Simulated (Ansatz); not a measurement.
# WSi (triplet): from Hartree-Fock to the top rungs, def2-QZVPP

An exercise on one series of results from a longer session: the logs are not shown, and one member is left open.

Program: Ansatz 0.2.0, Gaussian basis. Level of theory: def2-QZVPP, core rule «outside noble gas», up to 9 orbitals frozen. These are calculated values, not measurements.

To be run: UHF; ROHF; CCSD(T) on UHF.

2 further runs of the same task are left out: 2 set aside as unsound or not needed.

## The geometry

The geometry is a PBE0/def2-TZVP stationary point (not a proven minimum). No spin-orbit coupling is included. Elements past krypton take def2 core potentials.

2 atoms, charge 0, spin multiplicity 3.

Atoms are counted from 1 here; the program's logs count them from 0.

Bond lengths: W1–Si2 2.218 Å.

Set-up of the first run:

in.yaml

```yaml
crystal:
  periodic: [false, false, false]
  atoms:
    - {symbol: W, position_ang: [0.000000, 0.000000, 0.000000]}
    - {symbol: Si, position_ang: [0.000000, 0.000000, 2.218234]}
basis:
  gaussian: {orbitals: "def2-QZVPP.json"}
magnetization: {spin_polarized: true, initial_magnetization: 2}
hamiltonian: {xc: hf}
output: {orbitals: {seedname: orbitals}}
```

Command:

```sh
> ansatz run in.yaml --threads 1 --pin off --events-out ev --progress --plain --max-ram 4096MiB --backend cpu
```

Among the steps run: UHF; ROHF; CCSD(T) on UHF.

One of the session's tables, all rows but one given; the rest of the session is left out.

```
  method  from UCCSD(T) (meV)
    ROHF                    ?
    UMP2              +1813.1
   UCCSD               +640.8
UCCSD(T)                    0
```

**Question.** Estimate the row for ROHF.

**Answer.** from UCCSD(T) (meV): +9113.3. In the column «from UCCSD(T) (meV)» it is the highest.

Left out of the table: UHF (another determinant or state than the rows shown).

Caveats from the session: The determinant is far from a pure spin state, so its energy mixes those of several spin states (harmless only where they are near-degenerate, as at dissociation). Warnings: spin contamination; coupled cluster took another determinant than the lowest.
